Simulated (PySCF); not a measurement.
**F⁺: dipole response in aug-cc-pVQZ**

Aim: the static polarisability and the C₆ coefficient of F⁺, method by method.

The numbers are computed with PySCF 2.14.0 (unrestricted determinants in a Gaussian basis, no spin-orbit coupling in the energies), except any that are marked as measured or tabulated.

## 1. The system

```
Element     : fluorine (Z = 9)
Basis       : aug-cc-pVQZ
Hamiltonian : the non-relativistic Hamiltonian (point nucleus)
State 1     : F⁺: [He] 2s2 2p4, high-spin 3P determinant
Methods     : UHF, PBE, PBE0, HSE06, revPBE
```

Outer shells as boxes (Hund's rule):

F+ [He] 2s2 2p4
```
[He] core
2s [↑↓]
2p [↑↓][↑ ][↑ ]
```

The runs were made by one driver on top of PySCF. The scripts below sum up each run's settings (the driver also hands on starting orbitals that pick excited configurations, and frozen orbitals as a list rather than a count), and the logs come from the driver's own runs. The driver starts from symmetry-adapted Hartree-Fock orbitals, holds the occupation by maximum overlap and uses a logarithmic radial grid for functionals, so a plain start would take other cycles.

The integrals over 80 functions and the set-up took 0.2 s of CPU time.

## 2. F⁺

#### UHF

Contents of input.py:

```python
from pyscf import gto, scf, dft, mp, cc
import basis_set_exchange as bse
mol = gto.M(atom="F 0 0 0", charge=1, spin=2, symmetry="D2h",
            basis=gto.basis.parse(bse.get_basis("aug-cc-pVQZ", elements=["F"], fmt="nwchem")))
mf = scf.UHF(mol)
mf.irrep_nelec = {'Ag': (2, 2), 'B1u': (1, 0), 'B2u': (1, 1), 'B3u': (1, 0)}
mf.kernel()
```

Log:

```text
damping factor = 0
level_shift factor = 0
DIIS = <class 'pyscf.scf.diis.CDIIS'>
diis_start_cycle = 1
diis_space = 10
diis_damp = 0
SCF conv_tol = 1e-09
SCF conv_tol_grad = None
number electrons alpha = 5  beta = 3
cycle= 1 E= -98.8385782276275  delta_E= -0.00501  |g|= 0.032  |ddm|= 0.0319
cycle= 2 E= -98.8388248834714  delta_E= -0.000247  |g|= 0.00743  |ddm|= 0.00823
cycle= 3 E= -98.8388409411812  delta_E= -1.61e-05  |g|= 0.00035  |ddm|= 0.00301
cycle= 4 E= -98.8388410185656  delta_E= -7.74e-08  |g|= 0.000107  |ddm|= 0.000486
cycle= 5 E= -98.8388410263517  delta_E= -7.79e-09  |g|= 2.76e-05  |ddm|= 0.000221
cycle= 6 E= -98.8388410267682  delta_E= -4.17e-10  |g|= 2.74e-06  |ddm|= 6.12e-05
converged SCF energy = -98.8388410267682  <S^2> = 2.0053226  2S+1 = 3.0035463
```

It used 4.6 s of CPU time after the integrals (shared host).

Orbital energies by shell (radii are means over both spins):

```
shell  electrons  mean orbital energy (eV)  spread (eV)  rms radius (bohr)
 1s α          1                   -740.00            0              0.204
 1s β          1                   -737.12            0              0.204
 2s α          1                   -65.336            0               1.06
 2s β          1                   -54.266            0               1.06
 2p α          3                   -40.720        3.308               1.09
 2p β          1                   -35.658            0               1.09
```

⟨S²⟩ = 2.005, ⟨L²⟩ = 2.01.

The driver then solved the coupled dipole response at imaginary frequencies: mean α = 1.724 bohr³ (xx, yy, zz: 1.799, 1.576, 1.799), C₆ = 3.142 au for a like pair.

#### PBE

input.py differs from the last one in:

```diff
@@ -4,3 +4,3 @@
             basis=gto.basis.parse(bse.get_basis("aug-cc-pVQZ", elements=["F"], fmt="nwchem")))
-mf = scf.UHF(mol)
+mf = dft.UKS(mol, xc="PBE")
 mf.irrep_nelec = {'Ag': (2, 2), 'B1u': (1, 0), 'B2u': (1, 1), 'B3u': (1, 0)}
```

Log:

```text
damping factor = 0
level_shift factor = 0
DIIS = <class 'pyscf.scf.diis.CDIIS'>
diis_start_cycle = 1
diis_space = 10
diis_damp = 0
SCF conv_tol = 1e-09
SCF conv_tol_grad = None
number electrons alpha = 5  beta = 3
XC functionals = PBE
    J. P. Perdew, K. Burke, and M. Ernzerhof.,  Phys. Rev. Lett. 77, 3865 (1996)
    J. P. Perdew, K. Burke, and M. Ernzerhof.,  Phys. Rev. Lett. 78, 1396 (1997)
    J. P. Perdew, K. Burke, and M. Ernzerhof.,  Phys. Rev. Lett. 77, 3865 (1996)
    J. P. Perdew, K. Burke, and M. Ernzerhof.,  Phys. Rev. Lett. 78, 1396 (1997)
cycle= 1 E= -99.0241540863596  delta_E= -0.00736  |g|= 0.0133  |ddm|= 0.256
cycle= 2 E= -99.0241943049841  delta_E= -4.02e-05  |g|= 0.00714  |ddm|= 0.0176
cycle= 3 E= -99.0242062238151  delta_E= -1.19e-05  |g|= 0.00182  |ddm|= 0.0103
cycle= 4 E= -99.024206940924  delta_E= -7.17e-07  |g|= 7.59e-05  |ddm|= 0.00204
cycle= 5 E= -99.024206942739  delta_E= -1.82e-09  |g|= 3.39e-06  |ddm|= 9.87e-05
cycle= 6 E= -99.024206942743  delta_E= -4.05e-12  |g|= 2.29e-07  |ddm|= 6.23e-06
converged SCF energy = -99.024206942743  <S^2> = 2.0019222  2S+1 = 3.0012812
```

CPU time 1.7 s on a shared host, the integrals not counted.

The driver then solved the coupled dipole response at imaginary frequencies: mean α = 1.890 bohr³ (xx, yy, zz: 1.936, 1.799, 1.936), C₆ = 3.545 au for a like pair.

#### PBE0

input.py differs from the last one in:

```diff
@@ -4,3 +4,3 @@
             basis=gto.basis.parse(bse.get_basis("aug-cc-pVQZ", elements=["F"], fmt="nwchem")))
-mf = dft.UKS(mol, xc="PBE")
+mf = dft.UKS(mol, xc="PBE0")
 mf.irrep_nelec = {'Ag': (2, 2), 'B1u': (1, 0), 'B2u': (1, 1), 'B3u': (1, 0)}
```

Log:

```text
damping factor = 0
level_shift factor = 0
DIIS = <class 'pyscf.scf.diis.CDIIS'>
diis_start_cycle = 1
diis_space = 10
diis_damp = 0
SCF conv_tol = 1e-09
SCF conv_tol_grad = None
number electrons alpha = 5  beta = 3
XC functionals = PBE0
    C. Adamo and V. Barone.,  J. Chem. Phys. 110, 6158 (1999)
    M. Ernzerhof and G. E. Scuseria.,  J. Chem. Phys. 110, 5029 (1999)
cycle= 1 E= -99.0381342021033  delta_E= -0.00536  |g|= 0.0139  |ddm|= 0.18
cycle= 2 E= -99.0381860747981  delta_E= -5.19e-05  |g|= 0.00212  |ddm|= 0.00894
cycle= 3 E= -99.0381876524808  delta_E= -1.58e-06  |g|= 0.000511  |ddm|= 0.00275
cycle= 4 E= -99.0381877171885  delta_E= -6.47e-08  |g|= 0.000137  |ddm|= 0.000747
cycle= 5 E= -99.0381877223982  delta_E= -5.21e-09  |g|= 9.65e-06  |ddm|= 0.000191
cycle= 6 E= -99.0381877224412  delta_E= -4.3e-11  |g|= 4.15e-07  |ddm|= 2.07e-05
converged SCF energy = -99.0381877224412  <S^2> = 2.0024314  2S+1 = 3.0016205
```

It used 5.3 s of CPU time after the integrals (shared host).

The driver then solved the coupled dipole response at imaginary frequencies: mean α = 1.829 bohr³ (xx, yy, zz: 1.883, 1.720, 1.883), C₆ = 3.400 au for a like pair.

#### HSE06

input.py differs from the last one in:

```diff
@@ -4,3 +4,3 @@
             basis=gto.basis.parse(bse.get_basis("aug-cc-pVQZ", elements=["F"], fmt="nwchem")))
-mf = dft.UKS(mol, xc="PBE0")
+mf = dft.UKS(mol, xc="HSE06")
 mf.irrep_nelec = {'Ag': (2, 2), 'B1u': (1, 0), 'B2u': (1, 1), 'B3u': (1, 0)}
```

Log:

```text
damping factor = 0
level_shift factor = 0
DIIS = <class 'pyscf.scf.diis.CDIIS'>
diis_start_cycle = 1
diis_space = 10
diis_damp = 0
SCF conv_tol = 1e-09
SCF conv_tol_grad = None
number electrons alpha = 5  beta = 3
XC functionals = HSE06
    J. Heyd, G. E. Scuseria, and M. Ernzerhof.,  J. Chem. Phys. 118, 8207 (2003)
    J. Heyd, G. E. Scuseria, and M. Ernzerhof.,  J. Chem. Phys. 124, 219906 (2006)
    A. V. Krukau, O. A. Vydrov, A. F. Izmaylov, and G. E. Scuseria.,  J. Chem. Phys. 125, 224106 (2006)
cycle= 1 E= -99.0474994074899  delta_E= -0.00556  |g|= 0.0136  |ddm|= 0.189
cycle= 2 E= -99.0475481392953  delta_E= -4.87e-05  |g|= 0.00199  |ddm|= 0.00887
cycle= 3 E= -99.0475494731925  delta_E= -1.33e-06  |g|= 0.000447  |ddm|= 0.00254
cycle= 4 E= -99.0475495216754  delta_E= -4.85e-08  |g|= 0.000146  |ddm|= 0.000691
cycle= 5 E= -99.0475495269202  delta_E= -5.24e-09  |g|= 8.96e-06  |ddm|= 0.000186
cycle= 6 E= -99.0475495269561  delta_E= -3.59e-11  |g|= 2.98e-07  |ddm|= 1.91e-05
converged SCF energy = -99.0475495269561  <S^2> = 2.0024066  2S+1 = 3.001604
```

CPU time 5.8 s on a shared host, the integrals not counted.

The driver then solved the coupled dipole response at imaginary frequencies: mean α = 1.830 bohr³ (xx, yy, zz: 1.885, 1.720, 1.885), C₆ = 3.402 au for a like pair.

#### revPBE

input.py differs from the last one in:

```diff
@@ -4,3 +4,3 @@
             basis=gto.basis.parse(bse.get_basis("aug-cc-pVQZ", elements=["F"], fmt="nwchem")))
-mf = dft.UKS(mol, xc="HSE06")
+mf = dft.UKS(mol, xc="PBE_R,PBE")
 mf.irrep_nelec = {'Ag': (2, 2), 'B1u': (1, 0), 'B2u': (1, 1), 'B3u': (1, 0)}
```

Log:

```text
damping factor = 0
level_shift factor = 0
DIIS = <class 'pyscf.scf.diis.CDIIS'>
diis_start_cycle = 1
diis_space = 10
diis_damp = 0
SCF conv_tol = 1e-09
SCF conv_tol_grad = None
number electrons alpha = 5  beta = 3
XC functionals = PBE_R,PBE
    Y. Zhang and W. Yang.,  Phys. Rev. Lett. 80, 890 (1998)
    J. P. Perdew, K. Burke, and M. Ernzerhof.,  Phys. Rev. Lett. 77, 3865 (1996)
    J. P. Perdew, K. Burke, and M. Ernzerhof.,  Phys. Rev. Lett. 78, 1396 (1997)
cycle= 1 E= -99.0939460151325  delta_E= -0.0068  |g|= 0.0136  |ddm|= 0.242
cycle= 2 E= -99.0939884689629  delta_E= -4.25e-05  |g|= 0.00725  |ddm|= 0.0185
cycle= 3 E= -99.0940009354412  delta_E= -1.25e-05  |g|= 0.00189  |ddm|= 0.0106
cycle= 4 E= -99.0940017083234  delta_E= -7.73e-07  |g|= 8.72e-05  |ddm|= 0.00209
cycle= 5 E= -99.0940017107157  delta_E= -2.39e-09  |g|= 4.02e-06  |ddm|= 0.000113
cycle= 6 E= -99.0940017107214  delta_E= -5.68e-12  |g|= 2.61e-07  |ddm|= 7.49e-06
converged SCF energy = -99.0940017107214  <S^2> = 2.00206  2S+1 = 3.001373
```

CPU time 1.8 s on a shared host, the integrals not counted.

The driver then solved the coupled dipole response at imaginary frequencies: mean α = 1.891 bohr³ (xx, yy, zz: 1.937, 1.799, 1.937), C₆ = 3.549 au for a like pair.

Radial density 4πr²ρ of F⁺ at UHF:

```
r (bohr)  density  spin density
 0.00279   0.0419         0.000
 0.00469    0.114         0.000
 0.00790    0.306         0.000
  0.0133    0.786         0.000
  0.0223     1.89         0.001
  0.0376     4.07         0.003
  0.0632     7.30         0.013
   0.106     9.69         0.061
   0.179     8.00         0.252
   0.301     4.32         0.845
   0.506     4.99         1.787
   0.851     5.64         1.838
    1.43     2.19         0.657
    2.41    0.192         0.048
    4.05  0.00261         0.001
```

## 3. The response side by side

F⁺, in atomic units:

```
method  mean α  C₆ (like pair)  S(−4)
   UHF   1.724           3.142  1.271
   PBE   1.890           3.545  1.557
  PBE0   1.829           3.400  1.438
 HSE06   1.830           3.402  1.440
revPBE   1.891           3.549  1.561
```

α(iu) at revPBE:

```
u (hartree)  α(iu) (bohr³)
          0          1.891
     0.0500          1.887
      0.100          1.876
      0.200          1.832
      0.300          1.765
      0.500          1.592
      0.750          1.360
       1.00          1.151
       1.50         0.8319
       2.00         0.6194
       3.00         0.3749
       5.00         0.1764
```

## 4. Results

| quantity | value |
| --- | --- |
| α of F⁺ | 1.724 (UHF) to 1.891 (revPBE) bohr³ |

What this shows: A single London oscillator with the computed α and C₆ of F⁺ at UHF would have ω = 4 C₆ / (3 α²) = 1.41 hartree. All values hold for this basis alone; no basis-set limit was taken.
